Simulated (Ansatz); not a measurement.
**BrClH3NSi: rigid scan of one bond length from a Python script**

How does the energy of BrClH3NSi change as one bond is stretched? The task is a rigid scan of one bond length, for BrClH3NSi. SMILES: N[SiH](Cl)Br.

All numbers are computed with Ansatz 0.2.0 through its Python package. Level of theory: PBE0/def2-SVP.

## Step 1: The structure

Bond lengths: N1–Si2 1.646 Å, Si2–Cl3 2.026 Å, Si2–Br4 2.145 Å, N1–H5 1.050 Å, N1–H6 1.061 Å, Si2–H7 1.503 Å. Angles: N1–Si2–Cl3 108.8°, N1–Si2–Br4 108.0°, N1–Si2–H7 107.5°, Cl3–Si2–Br4 110.6°, Cl3–Si2–H7 111.2°, Br4–Si2–H7 110.6°, Si2–N1–H5 108.8°, Si2–N1–H6 110.7°, H5–N1–H6 99.7°.

No structure file is read: the coordinates are typed or built in the script.

## Step 2: Script

scan.py

```python
"""Stretching a bond of BrClH3NSi, the rest held rigid."""

import ansatz as az
from ase import Atoms
import matplotlib.pyplot as plt
import numpy as np


def main() -> None:
    atoms = Atoms(["N", "Si", "Cl", "Br", "H", "H", "H"], positions=[
        [0.0366, 1.0806, 0.2321],
        [0.3231, -0.5229, -0.0076],
        [0.0959, -1.4965, 1.7544],
        [-1.0901, -1.2416, -1.4528],
        [-0.9204, 1.194, 0.6484],
        [-0.1108, 1.5782, -0.693],
        [1.727, -0.6598, -0.5271],
    ])
    molecule = az.Crystal.molecule_from_ase(atoms)

    symbols = [site.symbol for site in molecule.cartesian_sites]
    start = np.array([site.position_ang for site in molecule.cartesian_sites])
    axis = (start[3] - start[1]) / np.linalg.norm(start[3] - start[1])
    moving = [3]
    lengths, energies = [1.888, 1.974, 2.059, 2.145, 2.231, 2.317, 2.403, 2.531], []
    for length in lengths:
        xyz = start.copy()
        xyz[moving] += (length - np.linalg.norm(start[3] - start[1])) * axis
        point = az.Crystal.molecule()
        for symbol, place in zip(symbols, xyz):
            point = point.atom(symbol, place.tolist())
        base = (
            point.calculation()
            .basis(gaussian="def2-SVP")
            .functional("pbe0")
        )
        data = base.run(threads=1, pin="off").report
        energies.append(data["free_energy_ev"])
        print(f"r = {length:6.3f} A  E = {energies[-1]:.5f} eV  <S^2> = {abs(data['mean_field']['state']['spin_squared']):.3f}")

    # quartic fit about the minimum
    fit = np.polynomial.Polynomial.fit(lengths, np.array(energies) - min(energies), 4).convert()
    roots = [r.real for r in fit.deriv().roots() if abs(r.imag) < 1e-9 and fit.deriv(2)(r.real) > 0]
    r_e = min(roots, key=lambda r: abs(r - lengths[int(np.argmin(energies))]))
    print(f"minimum of the fit at {r_e:.4f} A, force constant {fit.deriv(2)(r_e):.2f} eV/A^2")
    plt.figure(figsize=(4.5, 3))
    plt.plot(lengths, np.array(energies) - min(energies), "o-")
    plt.xlabel("bond length (A)")
    plt.ylabel("E - E(min) (eV)")
    plt.tight_layout()
    plt.savefig("scan.png", dpi=100)


if __name__ == "__main__":
    main()
```

## Step 3: The input behind the calls

The engine receives this input (first run):

```yaml
crystal:
  periodic: [false, false, false]
  atoms:
    - { symbol: "N", position_ang: [0.0366, 1.0806, 0.2321] }
    - { symbol: Si, position_ang: [0.3231, -0.5229, -0.0076] }
    - { symbol: Cl, position_ang: [0.0959, -1.4965, 1.7544] }
    - { symbol: Br, position_ang: [-0.9206116855072718, -1.155404662025245, -1.27947385217599] }
    - { symbol: H, position_ang: [-0.9204, 1.194, 0.6484] }
    - { symbol: H, position_ang: [-0.1108, 1.5782, -0.693] }
    - { symbol: H, position_ang: [1.727, -0.6598, -0.5271] }
basis:
  gaussian:
    orbitals: def2-SVP
hamiltonian:
  xc: pbe0
```

## Step 4: Running it

The run is started by

```
> python scan.py
```

Q: Predict the main results. Wanted: range of energy; lowest point, distance.

As calculated:

```
                        quantity     value
bond length at the fit's minimum  2.2456 Å
                   runs compared         8
                 range of energy  1.566 eV
      lowest point, distance (Å)      2.23
```

**Reading.** The curve has its lowest point inside the range, at 2.23. The ends stand 1.57 and 0.387 eV above it. The distance scanned is the script's pair 1, 3. Caveats:
- The rest of the molecule is held rigid at a force-field or estimated start geometry, and the basis set is modest; single-reference methods fail as a bond breaks.
- The orbitals are restricted, so S² is zero by construction.
- Toward dissociation an unrestricted state can lie under the restricted one, by tenths of an eV for polar bonds under a functional and by 1 to 2 eV or more for others.
